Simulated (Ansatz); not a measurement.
The system is HfIn4SiO6.

```xyz
12
Lattice="5.6987 0.0038 0.0156 -0.7051 6.1082 -0.0057 -2.7372 -1.3956 6.6308" Properties=species:S:1:pos:R:3 pbc="T T T"
Hf    0.2972   -0.0900    0.8831
In   -0.4860    5.0863    4.8335
In    2.9601   -0.6377    3.2997
In   -0.4663    2.2403    3.5350
In    2.4974    2.6606    1.3677
Si    2.2933    1.4988    5.6832
O     0.7088    1.2617    5.2639
O     3.2588    1.4387    4.3619
O     5.4139    1.6003    0.0368
O     2.4594    2.8937    6.5395
O    -0.6297   -0.1526    2.6118
O     2.1007    0.3624    1.4524
```

The cell was built by a generator and needn't be a form met in nature.

| Quantity | Value |
| --- | --- |
| Program | Ansatz 0.2.0 |
| Task | relaxation of cell and atoms |
| Functional | r2SCAN |
| Potentials or basis | Ansatz PAW |
| Cutoff | 500 eV (not typed: the program's choice for these potentials) |
| k mesh | 4 × 4 × 3 |
| Occupations | fermi-dirac, width 0.05 eV |
| Spin | no spin polarisation |

At the start: volume 19.25 Å³/atom.

Question: Where does the relaxation end?

Answer: It ends after 17 steps and the volume is 18.03 Å³/atom (-6.3 %); space group P1 (No. 1, to 0.05 Å).

The path:
```
step  energy change (eV)  largest force (eV/Å)  volume (Å³)
   1              0.0000                0.3258       231.05
   2             -0.0888                0.4395       216.89
   3             -0.1217                0.2107       219.36
   4             -0.1264                0.1194       219.23
   5             -0.1293                0.0890       218.57
   6             -0.1317                0.0628       218.23
   7             -0.1344                0.0348       218.17
   8             -0.1363                0.0790       217.84
   9             -0.1378                0.0719       216.95
  10             -0.1386                0.0565       216.83
  11             -0.1392                0.0519       216.69
  12             -0.1396                0.0642       216.27
  13             -0.1398                0.0354       216.44
  14             -0.1399                0.0252       216.48
  15             -0.1400                0.0138       216.49
  16             -0.1401                0.0063       216.40
  17             -0.1355                0.0060       216.40
```

Final structure:
```yaml
crystal:
  lattice:
    - [5.55637, -0.06645, 0.09015]
    - [-0.76283, 6.09955, -0.00687]
    - [-2.56414, -1.34922, 6.35187]
  atoms:
    - { symbol: Hf, position: [0.12202, 0.01622, 0.11842] }
    - { symbol: In, position: [0.37310, 0.99395, 0.72105] }
    - { symbol: In, position: [0.75743, 0.00612, 0.49617] }
    - { symbol: In, position: [0.24870, 0.48316, 0.53042] }
    - { symbol: In, position: [0.62814, 0.49103, 0.26700] }
    - { symbol: Si, position: [0.85847, 0.43909, 0.85162] }
    - { symbol: O, position: [0.54041, 0.37336, 0.78827] }
    - { symbol: O, position: [0.91865, 0.39265, 0.63724] }
    - { symbol: O, position: [0.98397, 0.26275, 0.99492] }
    - { symbol: O, position: [0.97878, 0.69557, 0.98234] }
    - { symbol: O, position: [0.09000, 0.07145, 0.39233] }
    - { symbol: O, position: [0.50031, 0.11467, 0.22019] }
```

Caveat: the plane-wave basis is chosen anew once the cell has moved, so the energies of steps on either side of that aren't comparable; the PAW data sets come from PBE, with cores solved anew for the run's functional, which leaves a small shift of forces and pressure.
